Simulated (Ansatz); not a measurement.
# Br2GaHS: how energies converge with the basis set

One table from this session's results is given with a row withheld; the runs are named, their logs left out.

Computed with Ansatz 0.2.0, Gaussian basis. Level: one geometry, several basis sets.

The runs, in order: PBE0-D4/def2-SVP; ωB97M-V/def2-SVP; PBE0-D4/def2-QZVPP; ωB97M-V/def2-QZVPP; the functionals' def2-TZVPP values are taken from earlier runs.

### The relaxed structure

The geometry comes from an earlier relaxation with PBE0-D4 in a triple-zeta def2 set; it is a stationary point.

SMILES `[SH][Ga]([Br])[Br]`, 5 atoms, charge 0, spin multiplicity 1.

Atoms are counted from 1 here; the program's logs count them from 0.

Bond lengths: S1–Ga2 2.179 Å, S1–H5 1.345 Å, Ga2–Br3 2.267 Å, Ga2–Br4 2.273 Å. Angles: Ga2–S1–H5 92.5°, S1–Ga2–Br3 119.7°, S1–Ga2–Br4 121.2°, Br3–Ga2–Br4 119.1°.

As a file:

```xyz
5

S     0.1521    1.6562    0.5737
Ga    0.2553   -0.4483    0.0185
Br    1.9911   -1.7159    0.7400
Br   -1.3496   -1.4042   -1.2761
H    -0.9988    1.8384   -0.0975
```

The first run:

in.yaml reads:

```yaml
crystal:
  periodic: [false, false, false]
  atoms:
    - {symbol: S, position_ang: [0.152123, 1.656237, 0.573657]}
    - {symbol: Ga, position_ang: [0.255288, -0.448257, 0.018472]}
    - {symbol: Br, position_ang: [1.991059, -1.715872, 0.740028]}
    - {symbol: Br, position_ang: [-1.349645, -1.404223, -1.276103]}
    - {symbol: H, position_ang: [-0.998824, 1.838414, -0.097453]}
basis:
  gaussian: {orbitals: def2-SVP}
hamiltonian: {xc: pbe0, dispersion: d4}
output: {orbitals: {seedname: orbitals}}
```

The run is started by

```
> ansatz run in.yaml --threads 4 --pin off --events-out ev --progress --plain --max-ram 10444MiB
```

Steps of the session up to this table: PBE0-D4 in def2-SVP; ωB97M-V in def2-SVP; PBE0-D4 in def2-QZVPP; ωB97M-V in def2-QZVPP.

One of the session's tables, all rows but one given; the rest of the session is left out.

It belongs to the step «Density functionals: the series». 

| functional | basis | HOMO (eV) | LUMO (eV) |
| --- | --- | --- | --- |
| PBE0-D4 | def2-SVP | ? | ? |
| PBE0-D4 | def2-TZVPP | -8.25 | -1.79 |
| PBE0-D4 | def2-QZVPP | -8.27 | -1.85 |
| ωB97M-V | def2-SVP | -10.28 | 0.36 |
| ωB97M-V | def2-TZVPP | -10.43 | 0.09 |
| ωB97M-V | def2-QZVPP | -10.45 | -0.05 |

**Question.** Estimate the row for PBE0-D4, def2-SVP.

The run gave: HOMO (eV): -8.14; LUMO (eV): -1.62. In the column «HOMO (eV)» it is the highest.
